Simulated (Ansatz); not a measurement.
# C2H7NSi: the cost of one run

Computed with Ansatz 0.2.0 through its Python package. Level of theory: CAM-B3LYP/def2-SVPD.

## 1. Starting point

Bond lengths: C1–C2 1.446 Å, C2–N3 1.300 Å, C2–Si4 1.954 Å, C1–H5 1.083 Å, C1–H6 1.145 Å, C1–H7 1.108 Å, N3–H8 1.047 Å, Si4–H9 1.487 Å, Si4–H10 1.431 Å, Si4–H11 1.475 Å. Angles (14 of 16 angles, heavy atoms first): C1–C2–N3 120.2°, C1–C2–Si4 115.8°, N3–C2–Si4 124.0°, C2–C1–H5 114.7°, C2–C1–H6 112.2°, C2–C1–H7 112.4°, C2–N3–H8 108.5°, C2–Si4–H9 106.3°, C2–Si4–H10 110.4°, C2–Si4–H11 107.1°, H5–C1–H6 105.8°, H5–C1–H7 106.1°, H6–C1–H7 104.8°, H9–Si4–H10 110.5°.

The script holds or builds the structure itself.

## 2. The script

Input file tae.py:

```python
"""Atomisation energy of C2H7NSi at the given geometry."""

from collections import Counter

import ansatz


def single_point(molecule, charge=0, unpaired=0):
    calc = (
        molecule.calculation()
        .basis(gaussian="def2-SVPD")
        .functional("CAM-B3LYP")
    )
    if charge:
        calc = calc.charge(charge)
    if unpaired:
        calc = calc.spin("collinear", total=unpaired)
    report = calc.run().report
    if report["published_state_doubts"]:
        print("  doubts:", report["published_state_doubts"])
    return report["free_energy_ev"]


def main() -> None:
    system = (
        ansatz.Crystal.molecule()
        .atom("C", (-0.8298, 1.2297, -0.0431))
        .atom("C", (-0.4158, -0.098, 0.3527))
        .atom("N", (-1.1123, -0.7679, 1.2227))
        .atom("Si", (1.2303, -0.7563, -0.4681))
        .atom("H", (-0.1034, 2.0081, 0.153))
        .atom("H", (-1.7895, 1.5594, 0.4865))
        .atom("H", (-1.0655, 1.2944, -1.1237))
        .atom("H", (-0.6182, -1.6697, 1.4195))
        .atom("H", (1.4675, -2.1095, 0.1013))
        .atom("H", (2.3237, 0.115, -0.1624))
        .atom("H", (0.9786, -0.8624, -1.9178))
    )

    # unpaired electrons of the ground-state atoms
    unpaired = {"C": 2, "N": 3, "Si": 2, "H": 1}
    counts = Counter(site.symbol for site in system.cartesian_sites)
    atom_energy = {s: single_point(ansatz.Crystal.molecule().atom(s, (0, 0, 0)), 0, unpaired[s]) for s in counts}
    whole = single_point(system, 0, 0)
    for s, e in atom_energy.items():
        print(f"{s:2s} x{counts[s]}  {e:14.5f} eV")
    print(f"C2H7NSi: {whole:.5f} eV")
    split = sum(counts[s] * e for s, e in atom_energy.items()) - whole
    print(f"atomisation energy (no zero-point term): {split:.3f} eV, {split / sum(counts.values()):.3f} eV an atom")


if __name__ == "__main__":
    main()
```

## 3. The calls as engine input

The engine receives this input (first run):

```yaml
crystal:
  periodic: [false, false, false]
  atoms:
    - { symbol: C, position_ang: [0.0, 0.0, 0.0] }
basis:
  gaussian:
    orbitals: def2-SVPD
hamiltonian:
  xc: cam_b3lyp
magnetization:
  spin_polarized: true
  initial_magnetization: 2.0
```

## 4. Launch

Run with:

```
$ python tae.py
```

**Question.** How long does this script take on 1 thread of Arm Neoverse V1, shared host, and how much memory does it need?

About 7 s, with a peak of 0.33 GiB.
